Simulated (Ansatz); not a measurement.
This geometry of a periodic cell of 17 atoms, Mg9O8 (host MgO, host structure Fm-3m, interstitial Mg) is a first-order saddle point.

Method: DFT PBE, scalar-relativistic, plane waves, PAW in Ansatz 0.2.0. Settings: PAW set soft_1, cutoff 420 eV, k mesh 2x2x2, gaussian smearing 0.05 eV, no spin polarisation.

```xyz
17
Lattice="0.0000 4.0260 4.0260 4.0260 0.0000 4.0260 4.0260 4.0260 0.0000" Properties=species:S:1:pos:R:3
Mg 0.099 0.061 -0.055
O 2.130 2.076 1.957
Mg 1.937 2.250 -0.043
O 4.070 4.072 1.759
Mg 1.943 0.076 2.128
O 4.066 1.875 3.950
Mg 4.075 2.077 1.957
O 6.308 4.089 3.969
Mg 0.286 2.074 1.960
O 1.985 4.086 3.974
Mg 1.939 4.075 1.782
O 4.072 6.298 3.988
Mg 1.944 1.903 3.956
O 4.068 4.110 6.183
Mg 3.585 3.408 4.651
O 6.233 6.100 5.984
Mg 3.577 4.765 3.293
```

(1) Which two structures does it join? (They come from a converged band through this point; their orientation in space is the band's.)

(2) How far does it lie above each of them?

Results:

(1) Contacts lost: O2–Mg17, Mg3–O10, Mg3–O12, Mg3–O16, O8–Mg17, Mg13–Mg17. Contacts made: O2–Mg13, Mg3–Mg17, O8–Mg13, O10–Mg17, O12–Mg13, O16–Mg17. The atom that moves furthest is Mg17, by 2.41 Å; four of its nearest neighbours are O8 1.80, O12 1.80, O2 1.80, Mg13 1.97 Å at the first end and O16 1.80, O12 1.80, O10 1.80, Mg3 1.97 Å at the last.

Initial state:

```xyz
17
Lattice="0.0000 4.0260 4.0260 4.0260 0.0000 4.0260 4.0260 4.0260 0.0000" Properties=species:S:1:pos:R:3
Mg -0.041 -0.036 -0.008
O 1.976 1.981 1.796
Mg 1.938 1.943 -0.064
O 4.069 4.074 2.065
Mg 2.101 -0.100 1.917
O 4.096 1.972 3.989
Mg 3.987 2.001 1.981
O 6.001 3.802 3.997
Mg -0.105 2.106 1.918
O 1.967 4.101 3.989
Mg 1.996 3.992 1.981
O 3.797 6.006 3.997
Mg 2.339 2.344 4.362
O 4.040 4.045 6.063
Mg 3.920 3.925 4.123
O 5.994 5.999 6.120
Mg 5.229 5.234 3.227
```

Final state:

```xyz
17
Lattice="0.0000 4.0260 4.0260 4.0260 0.0000 4.0260 4.0260 4.0260 0.0000" Properties=species:S:1:pos:R:3
Mg 0.035 -0.038 -0.014
O 2.057 1.972 2.085
Mg 1.683 2.348 0.330
O 3.980 4.074 2.058
Mg 2.027 -0.038 1.978
O 3.953 1.972 3.982
Mg 4.065 2.001 1.974
O 6.080 4.106 3.985
Mg 0.103 2.104 1.910
O 2.047 3.808 3.993
Mg 1.924 3.927 1.912
O 4.255 6.003 3.991
Mg 2.086 1.947 3.952
O 4.011 4.043 6.054
Mg 4.127 3.928 4.115
O 6.074 6.003 5.809
Mg 2.819 5.241 3.219
```

(2) 0.73 eV above the first and 0.73 eV above the second. This is the barrier of this one path; another mechanism may lie lower. Limits of this set-up: coarse k mesh, a small cell, in which the defect meets its images.

Time of the run: 19 min on 1 thread of Arm Neoverse V2, on a shared host, peak memory 0.61 GiB.
